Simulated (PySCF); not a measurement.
# C2H8N2W (W(NH)2Me2): the cost of one run

Programs: PySCF 2.14.0, with routines of our own; each step states its level. All values are computed. Atoms count from 0.

## Step 1: The system as given

13 atoms, charge 0, multiplicity 1; geometry from: GFN2-xTB.

## Step 2: Relaxing the molecule at PBE0-D3(BJ)/def2-SVP

The job: settings as JSON, then the geometry in Å.

```
{"job": {"xc": "PBE0", "basis": "def2-SVP", "d3": "d3bj", "grid": 1, "maxiter": 30, "shake": 0.03, "kind": "geom"}, "charge": 0, "multiplicity": 1}
W      0.497640    -0.077380     0.321060
N      0.320980     0.024440     2.082520
H      0.553970     0.050960     3.048030
N      2.175250    -0.034180    -0.404550
H      3.087610    -0.078300    -0.502480
C     -0.627200     1.775750    -0.482630
H     -0.371940     1.933560    -1.544460
H     -0.445480     2.748170     0.009560
H     -1.704730     1.528820    -0.341640
C     -0.666360    -1.768450    -0.388710
H     -1.615910    -1.951860     0.175480
H     -0.127890    -2.728190    -0.460550
H     -1.045320    -1.475440    -1.489440
```

The run is started by

```
OMP_NUM_THREADS=1 python heavy_run.py task.json out
```

One launch serves the whole session: the jobs run in the order shown.

Q: Estimate the wall time and peak memory of this first job on 1 thread of Arm Neoverse V2, shared host.

About 1.9 min, with a peak of 0.48 GiB.
